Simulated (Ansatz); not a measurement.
# CH8ClNSi2: small, medium and large basis sets

How large a basis does CH8ClNSi2 need? Two functionals are run in growing sets.

Program: Ansatz 0.2.0, Gaussian basis. Level of theory: one geometry, several basis sets. These are calculated values, not measurements.

Levels to be run: PBE0-D4/def2-SVP; ωB97M-V/def2-SVP; PBE0-D4/def2-QZVPP; ωB97M-V/def2-QZVPP; the functionals' def2-TZVPP values are taken from earlier runs.

## (1) Structure used throughout

An earlier PBE0-D4 in a triple-zeta def2 set relaxation fixed the geometry.

13 atoms, charge 0, spin multiplicity 1.

Atoms are counted from 1 here; the program's logs count them from 0.

Bond lengths: C1–N2 1.449 Å, C1–H6 1.096 Å, C1–H7 1.093 Å, C1–H8 1.093 Å, N2–Si3 1.702 Å, N2–H9 1.009 Å, Si3–Si4 2.339 Å, Si3–Cl5 2.087 Å, Si3–H10 1.483 Å, Si4–H11 1.486 Å, Si4–H12 1.488 Å, Si4–H13 1.488 Å. Angles: N2–C1–H6 113.0°, N2–C1–H7 109.7°, N2–C1–H8 110.9°, H6–C1–H7 107.3°, H6–C1–H8 108.5°, H7–C1–H8 107.3°, C1–N2–Si3 124.8°, C1–N2–H9 113.4°, Si3–N2–H9 117.1°, N2–Si3–Si4 111.5°, N2–Si3–Cl5 114.1°, N2–Si3–H10 106.5°, Si4–Si3–Cl5 104.9°, Si4–Si3–H10 114.1°, Cl5–Si3–H10 105.8°, Si3–Si4–H11 109.1°, Si3–Si4–H12 110.7°, Si3–Si4–H13 110.3° and more.

## (2) PBE0-D4 in def2-SVP

File in.yaml:

```yaml
crystal:
  periodic: [false, false, false]
  atoms:
    - {symbol: C, position_ang: [-1.600435, 0.458011, 0.910613]}
    - {symbol: N, position_ang: [-0.200900, 0.790826, 1.082525]}
    - {symbol: Si, position_ang: [0.990990, 0.628645, -0.121491]}
    - {symbol: Si, position_ang: [0.941492, -1.497639, -1.094527]}
    - {symbol: Cl, position_ang: [0.775727, 1.955504, -1.718143]}
    - {symbol: H, position_ang: [-2.201064, 1.302301, 0.553888]}
    - {symbol: H, position_ang: [-1.699795, -0.345230, 0.176743]}
    - {symbol: H, position_ang: [-2.032790, 0.097173, 1.847600]}
    - {symbol: H, position_ang: [-0.037473, 1.478582, 1.801925]}
    - {symbol: H, position_ang: [2.284772, 0.973065, 0.516669]}
    - {symbol: H, position_ang: [2.018813, -1.591936, -2.114278]}
    - {symbol: H, position_ang: [1.149396, -2.552526, -0.065786]}
    - {symbol: H, position_ang: [-0.368331, -1.731176, -1.760838]}
basis:
  gaussian: {orbitals: def2-SVP}
hamiltonian: {xc: pbe0, dispersion: d4}
output: {orbitals: {seedname: orbitals}}
```

The runs that follow: ωB97M-V in def2-SVP; PBE0-D4 in def2-QZVPP; ωB97M-V in def2-QZVPP.

Q: Predict the results of all the runs planned. Wanted: PBE0-D4: double and triple zeta above quadruple; ωB97M-V: double and triple zeta above quadruple.

The runs gave:

```
                                       quantity           value
PBE0-D4: double and triple zeta above quadruple  14.00, 1.06 eV
ωB97M-V: double and triple zeta above quadruple  14.09, 1.01 eV
```

PBE0-D4 gains 12.93 eV from double to triple zeta, then 1.06 eV more. Total energies overstate the basis error of differences, where much of it tends to cancel. The LUMO of ωB97M-V is positive and keeps falling with the basis (2.06 to 1.22 eV): an unbound level that the basis holds in place.
